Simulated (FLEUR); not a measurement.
SrC2 under changes of volume

One of the cells (19.089 Å³/atom); the others are scaled copies at fixed shape and fractional positions:

```
Sr C
1.0
    -2.05715    2.05715    3.38300
     2.05715   -2.05715    3.38300
     2.05715    2.05715   -3.38300
Sr C
1 2
Direct
  0.00000 0.00000 0.00000
  0.58800 0.58800 0.00000
  0.41200 0.41200 0.00000
```

| Property | Result |
| --- | --- |
| Program | FLEUR MaX-R8.1 (later development tree) |
| Functional | PBEsol |
| Potentials or basis | all-electron |
| Basis | FLAPW |
| Kmax | 6.3 1/bohr |
| k mesh | 9 × 9 × 9 |
| Occupations | fermi-dirac, width 0.05 eV |
| Spin | no spin polarisation |

| volume (Å³/atom) | energy over the lowest point (meV/atom) | gap on the mesh (eV) |
| --- | --- | --- |
| 17.943 | 72.20 | 1.76 |
| 18.325 | 48.11 | 1.79 |
| 18.707 | ? | ? |
| 19.089 | 15.29 | 1.85 |
| 19.470 | 5.63 | 1.88 |
| 19.852 | 0.00 | 1.91 |

Problem. What does the run at 18.707 Å³/atom give?

Solution. Energy over the lowest point 29.26 meV/atom; gap on the mesh 1.83 eV.

Worked out: A Birch-Murnaghan fit of order 3 (a polynomial in V^(-2/3)) to the other rows has its minimum at 20.27 Å³/atom, just outside them, with B0 = V·E''(V) = 74 GPa and B' = 3.7 at fixed shape and positions, which overstates the stiffness. It gives 29.30 meV/atom at 18.707 Å³/atom, against the run's 29.26. A straight line through the other rows of the gap, of slope 1.48 eV per unit of ln V, gives 1.82 eV, against the run's 1.83.

Energies are extrapolated to zero smearing.

Caveats: core charge leaks out of the spheres, which shifts energies; an odd mesh through Γ misses points on the zone boundary, where band edges often lie. Spin-orbit coupling on Sr is left out.
